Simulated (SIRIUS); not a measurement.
Crystal: Sn.

```
Sn
1.0
    -2.02919    2.02919    1.66076
     2.02919   -2.02919    1.66076
     2.02919    2.02919   -1.66076
Sn
1
Direct
  0.00000 0.00000 0.00000
```

This isn't the form of Sn at room conditions, which is tetragonal (white tin).

```yaml
Program: SIRIUS 7.12.0
Task: single point
Functional: PBEsol
Potentials_or_basis: all-electron FP-LAPW
Cutoff: 149 eV
Basis: apw+lo standard
k_mesh: 10 × 10 × 10
Occupations: fermi-dirac, width 0.05 eV
Spin: no spin polarisation
```

On this cell: band gap on the k mesh none (metal or under the smearing width).

The same run follows on a disturbed copy (cell strained at random):

```
CELL_PARAMETERS angstrom
-1.96923 2.05623 1.62201
2.04455 -2.03890 1.69286
1.97855 2.04822 -1.60084
ATOMIC_POSITIONS crystal
Sn 0.00815 0.00113 0.99938
```

Q: What does the disturbed cell give?

A: The energy (extrapolated to zero smearing) moves by +1.0 meV/atom; band gap on the k mesh none (metal or under the smearing width).
